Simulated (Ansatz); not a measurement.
This script drives Ansatz 0.2.0 through its Python package.

`xc_euni3.py`
```python
# -*- coding: utf-8 -*-
"""One structure of EuNi3 under several functionals."""

import warnings

import ansatz as az
from tabulate import tabulate


def main():
    warnings.simplefilter("ignore", az.DeckWarning)

    lattice = az.Lattice.of(
        (3.887924, 0.0, 0.0),
        (0.0, 3.887924, 0.0),
        (0.0, 0.0, 3.887924),
    )
    sites = [
        ("Eu", (0.0, 0.0, 0.0), 7),
        ("Ni", (0.5, 0.5, 0.0), -1.5),
        ("Ni", (0.0, 0.5, 0.5), 1.5),
        ("Ni", (0.5, 0.0, 0.5), -1.5),
    ]
    euni3 = az.Crystal(lattice=lattice)
    for symbol, position, moment in sites:
        euni3 = euni3.atom(symbol, position, moment=moment or None)

    job = (
        euni3.calculation()
        .basis(24 * az.Ry)
        .kpoints(6, 6, 6)
        .occupations("cold", width=0.01)
        .spin("collinear")
        .scf(tolerance=1e-08)
        .stress()
    )

    rows = []
    for value in ["lda", "revpbe", "blyp"]:
        summary = job.functional(value).run(threads=1).report
        rows.append((value, summary["free_energy_ev"] / len(summary["lattice"]["sites"]), summary["n_iterations"], sum(summary["stress_gpa"][i][i] for i in range(3)) / 3, summary["magnetization_mub"], summary["n_kpoints"]))

    print(tabulate(rows, headers=["functional", "F/atom (eV)", "iterations", "P (GPa)", "moment (muB)", "k-points"], floatfmt=".4f", tablefmt="github"))


if __name__ == "__main__":
    main()
```

It is started by `python xc_euni3.py`. Estimate its wall time and peak memory on 1 thread of Arm Neoverse V2 (shared host).

It took about 2.1 min, with a peak of 0.56 GiB, for 3 runs of the engine.

Output of `python xc_euni3.py`:
```text
RunWarning: the starting moments were not kept: 1 of 4 ended reversed and 3 kept their direction, counting a site from 0.1 μB. The largest reversed, site 2 (counted from 0, in the order of the [...]
| functional   |   F/atom (eV) |   iterations |   P (GPa) |   moment (muB) |   k-points |
|--------------|---------------|--------------|-----------|----------------|------------|
| lda          |    -6471.2774 |           19 |  -10.5290 |         5.5556 |         40 |
| revpbe       |    -6575.8288 |           21 |    4.2026 |         5.5556 |         40 |
| blyp         |    -6582.9241 |           21 |    8.1818 |         5.5556 |         40 |
```
(Warnings from the package without file and line, shortened, repeats left out.)

What to keep in mind:
- The cutoff lies under the one recommended for these potentials.
- Open f shells: without a Hubbard U, without spin-orbit coupling; the state reached hangs on the start and needn't be the lowest.
- Under the recommended cutoff a pressure can be off by several GPa, even in sign.
- BLYP can be off by several per cent in the lattices of metals, and by several GPa in the pressure at a fixed cell.
- For a metal this k-point mesh is coarse: on a finer one energies can move by several to tens of meV an atom and pressures by half a GPa or more, differences at one mesh by less.
- The program warned that this SCF threshold is loose for forces or stresses.
- Pressure is positive in compression.
- This cell is a computed structure, which may not be the phase found in nature.
- Total energies of different functionals can't be compared; pressures, moments and gaps at this one structure can.
- The script silences the warnings on its input, which a real study should read.
